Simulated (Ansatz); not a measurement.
**ClFH₃Si₂ radical: a ladder of functionals and wavefunction methods**

One table from this session's results is given with a row withheld; the runs are named, their logs left out.

Program: Ansatz 0.2.0, Gaussian basis. Level of theory: functionals in def2-TZVPP, the program's frozen cores in correlated methods. These are calculated values, not measurements.

Levels to be run: LDA (SPW92), PBE-D4, revPBE-D4, BLYP-D4, r2SCAN-D4, B97M-V, PBE0-D4, B3LYP-D4, r2SCANh-D4, r2SCAN0-D4, HSE06-D4, BHLYP-D4, CAM-B3LYP-D4, LC-ωPBE, ωB97X-V, ωB97M-V, B2PLYP, PBE-QIDH; CCSD(T)/def2-SVP; CCSD(T)/def2-TZVPP; MP2/def2-QZVPP; extrapolation to the limit; RPA on PBE.

## The geometry

All runs share one geometry, relaxed beforehand with PBE0-D4 in a triple-zeta def2 set.

SMILES `F[Si]([SiH3])Cl`, 7 atoms, charge 0, spin multiplicity 2.

Atoms are counted from 1 here; the program's logs count them from 0.

Bond lengths: F1–Si2 1.603 Å, Si2–Si3 2.359 Å, Si2–Cl4 2.058 Å, Si3–H5 1.484 Å, Si3–H6 1.485 Å, Si3–H7 1.487 Å. Angles: F1–Si2–Si3 109.6°, F1–Si2–Cl4 106.9°, Si3–Si2–Cl4 109.1°, Si2–Si3–H5 106.7°, Si2–Si3–H6 108.3°, Si2–Si3–H7 111.3°, H5–Si3–H6 109.9°, H5–Si3–H7 110.3°, H6–Si3–H7 110.2°.

The first run:

in.yaml

```yaml
crystal:
  periodic: [false, false, false]
  atoms:
    - {symbol: F, position_ang: [-0.397268, -2.154197, 0.999114]}
    - {symbol: Si, position_ang: [-1.049475, -0.894513, 0.251860]}
    - {symbol: Si, position_ang: [0.534244, 0.848065, 0.105859]}
    - {symbol: Cl, position_ang: [-1.541546, -1.516112, -1.647161]}
    - {symbol: H, position_ang: [-0.126447, 1.966473, -0.612285]}
    - {symbol: H, position_ang: [0.889675, 1.270980, 1.484027]}
    - {symbol: H, position_ang: [1.752115, 0.411403, -0.627014]}
basis:
  gaussian: {orbitals: def2-TZVPP}
magnetization: {spin_polarized: true, initial_magnetization: 1}
hamiltonian: {xc: lda}
output: {orbitals: {seedname: orbitals}}
```

Run with:

```console
> ansatz run in.yaml --threads 4 --pin off --events-out ev --progress --plain --max-ram 10444MiB
```

Steps of the session up to this table: LDA; PBE-D4 (GGA); revPBE-D4 (GGA); BLYP-D4 (GGA); r2SCAN-D4 (meta-GGA); B97M-V (meta-GGA); PBE0-D4 (hybrid); B3LYP-D4 (hybrid); r2SCANh-D4 (hybrid); r2SCAN0-D4 (hybrid); HSE06-D4 (hybrid); BHLYP-D4 (hybrid); CAM-B3LYP-D4 (range-separated); LC-ωPBE (range-separated); ωB97X-V (range-separated); ωB97M-V (range-separated); B2PLYP (double hybrid); PBE-QIDH (double hybrid).

One of the session's tables, all rows but one given; the rest of the session is left out.

It belongs to the step «Orbital energies across the functionals». 

```
  functional  HOMO (eV)  LUMO (eV)  gap (eV)
 LDA (SPW92)      -5.21      -4.19      1.03
      PBE-D4      -5.23      -3.78      1.45
   revPBE-D4      -5.21      -3.65      1.56
     BLYP-D4      -5.02      -3.79      1.23
   r2SCAN-D4          ?          ?         ?
      B97M-V      -5.36      -3.92      1.44
     PBE0-D4      -6.38      -2.92      3.46
    B3LYP-D4      -6.09      -3.29      2.81
  r2SCANh-D4      -6.00      -3.09      2.91
  r2SCAN0-D4      -6.63      -2.65      3.98
    HSE06-D4      -5.98      -3.30      2.69
    BHLYP-D4      -7.34      -2.12      5.22
CAM-B3LYP-D4      -7.56      -2.01      5.55
     LC-ωPBE      -8.96      -0.64      8.33
     ωB97X-V      -8.47      -1.13      7.34
     ωB97M-V      -8.06      -1.30      6.76
```

**Question.** Estimate the row for r2SCAN-D4.

Worked estimate for «HOMO (eV)». Against the share of exact exchange, r2SCANh-D4 (0.1, -6.00), r2SCAN0-D4 (0.25, -6.63) give a slope of -4.20 per unit share; at 0 the line stands at -5.58.

As computed: HOMO (eV): -5.58; LUMO (eV): -3.38; gap (eV): 2.20. In «HOMO (eV)» the line misses by 0.00.
